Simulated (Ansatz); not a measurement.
# H3CCl: the cost of one run

Program: Ansatz 0.2.0. Level of theory: DFT LDA, plane waves, PAW, scalar-relativistic, no spin polarisation. These are calculated values, not measurements.

## Step 1: The starting structure

The cell holds 40 atoms (C8H24Cl8): a = 8.382 Å, b = 8.382 Å, c = 8.382 Å, α = 90.00°, β = 90.00°, γ = 90.00°.

Its coordinates follow in the input file.

## Step 2: Relaxing the start

The input, input.yaml:

```yaml
crystal:
  lattice:
    - [8.381516, 0.0, 0.0]
    - [0.0, 8.381516, 0.0]
    - [0.0, 0.0, 8.381516]
  atoms:
    - { symbol: C, position: [0.3871173, 0.1569007, 0.5812987] }
    - { symbol: Cl, position: [0.4570938, 0.1475746, 0.7812575] }
    - { symbol: H, position: [0.3872039, 0.2807595, 0.5423947] }
    - { symbol: H, position: [0.4658977, 0.08656, 0.505798] }
    - { symbol: H, position: [0.2665687, 0.1089376, 0.5765979] }
    - { symbol: C, position: [0.7102212, 0.6762542, 0.3434745] }
    - { symbol: Cl, position: [0.8660419, 0.7459132, 0.2176383] }
    - { symbol: H, position: [0.616076, 0.6256086, 0.2698117] }
    - { symbol: H, position: [0.7578699, 0.585572, 0.4232294] }
    - { symbol: H, position: [0.6639032, 0.7760898, 0.4123369] }
    - { symbol: C, position: [0.0388233, 0.1913482, 0.8429634] }
    - { symbol: Cl, position: [0.0765137, 0.1470674, 1.0468895] }
    - { symbol: H, position: [-0.0201411, 0.3067452, 0.8351372] }
    - { symbol: H, position: [0.151771, 0.1947402, 0.7790429] }
    - { symbol: H, position: [-0.0376101, 0.0989351, 0.7932417] }
    - { symbol: C, position: [-0.0085636, 0.6452697, 0.7535362] }
    - { symbol: Cl, position: [0.1795243, 0.7420291, 0.738444] }
    - { symbol: H, position: [-0.0061751, 0.5371509, 0.681709] }
    - { symbol: H, position: [-0.0307277, 0.6154852, 0.8779394] }
    - { symbol: H, position: [-0.1008225, 0.7255382, 0.7099498] }
    - { symbol: C, position: [0.6529356, 0.4748118, 0.0593962] }
    - { symbol: Cl, position: [0.4509269, 0.4426246, 0.1152861] }
    - { symbol: H, position: [0.6632198, 0.5918895, 0.0042458] }
    - { symbol: H, position: [0.7274305, 0.4690105, 0.165563] }
    - { symbol: H, position: [0.6884831, 0.3827075, -0.0249109] }
    - { symbol: C, position: [0.9433214, 0.1772358, 0.507796] }
    - { symbol: Cl, position: [1.0479793, 0.343932, 0.4288891] }
    - { symbol: H, position: [0.8700682, 0.1252875, 0.4140417] }
    - { symbol: H, position: [1.029345, 0.0898851, 0.5505079] }
    - { symbol: H, position: [0.8682115, 0.2172422, 0.6058394] }
    - { symbol: C, position: [0.435457, 0.8807845, 0.0844565] }
    - { symbol: Cl, position: [0.3157451, 0.8188072, 0.2481485] }
    - { symbol: H, position: [0.5480045, 0.816157, 0.0877528] }
    - { symbol: H, position: [0.3724664, 0.8547056, -0.026027] }
    - { symbol: H, position: [0.4572064, 1.0084078, 0.0941403] }
    - { symbol: C, position: [0.6692815, 0.0981139, 0.3512625] }
    - { symbol: Cl, position: [0.7171743, 0.304432, 0.3409518] }
    - { symbol: H, position: [0.5692708, 0.0740964, 0.2720441] }
    - { symbol: H, position: [0.7727836, 0.0289701, 0.3143714] }
    - { symbol: H, position: [0.6372626, 0.0683818, 0.4735135] }
basis:
  ecutwfc: 420.0
kpoints:
  mp_grid: { grid: [1, 1, 1] }
hamiltonian:
  xc: lda
scf:
  occupations: { method: fermi_dirac, width: 0.02 }
  lower_state_search: "off"
relax:
  f_tol: 0.3
  max_steps: 15
  adjacent_minimum: "off"
output:
  write_density: true
  write_potential: true
  elf: true
  volumetric_format: npy
```

Launch:

```bash
> ansatz run input.yaml --threads 1 --pin off --max-ram 3072MiB --backend cpu --events-out ev --progress --plain --runs-dir out
```

**Question.** How long does this run take on 1 thread of Arm Neoverse V2, shared host, and how much memory does it need?

About 32 s, with a peak of 0.47 GiB.
